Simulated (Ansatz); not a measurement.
## GaF under changes of volume

One of the cells (23.058 Å³/atom); the others are scaled copies at fixed shape and fractional positions:

```
CELL_PARAMETERS angstrom
0.00000 2.84624 2.84624
2.84624 0.00000 2.84624
2.84624 2.84624 0.00000
ATOMIC_POSITIONS crystal
Ga 0.25000 0.25000 0.25000
F 0.00000 0.00000 0.00000
```

The cell was built by a generator and needn't be a form met in nature.

| Quantity | Value |
| --- | --- |
| Program | Ansatz 0.2.0 |
| Functional | PBE |
| Potentials or basis | Ansatz PAW soft_1 |
| Cutoff | 420 eV (not typed: the program's choice for these potentials) |
| k mesh | 8 × 8 × 8 |
| Occupations | fermi-dirac, width 0.05 eV |
| Spin | no spin polarisation |

| volume (Å³/atom) | energy over the lowest point (meV/atom) | pressure (GPa) | gap on the mesh (eV) |
| --- | --- | --- | --- |
| 21.674 | ? | ? | ? |
| 22.135 | 3.32 | 1.2 | 2.10 |
| 22.596 | 0.81 | 0.6 | 2.19 |
| 23.058 | 0.00 | 0.0 | 2.27 |
| 23.519 | 0.65 | -0.5 | 2.35 |
| 23.980 | 2.66 | -0.9 | 2.42 |
| 24.441 | 5.93 | -1.3 | 2.49 |

Question: What does the run at 21.674 Å³/atom give?

Answer: Energy over the lowest point 7.64 meV/atom; pressure 1.9 GPa; gap on the mesh 2.01 eV.

Worked out: A Birch-Murnaghan fit of order 3 (a polynomial in V^(-2/3)) to the other rows has its minimum at 23.08 Å³/atom with B0 = V·E''(V) = 26 GPa and B' = 3.9. It gives 7.63 meV/atom at 21.674 Å³/atom, against the run's 7.64, and -dE/dV = 1.8 GPa, against 1.9. A straight line through the other rows of the gap, of slope 3.92 eV per unit of ln V, extrapolates to 2.02 eV, against the run's 2.01.

Energies are extrapolated to zero smearing.

A mesh can miss the band edges. Spin-orbit coupling on Ga is left out.
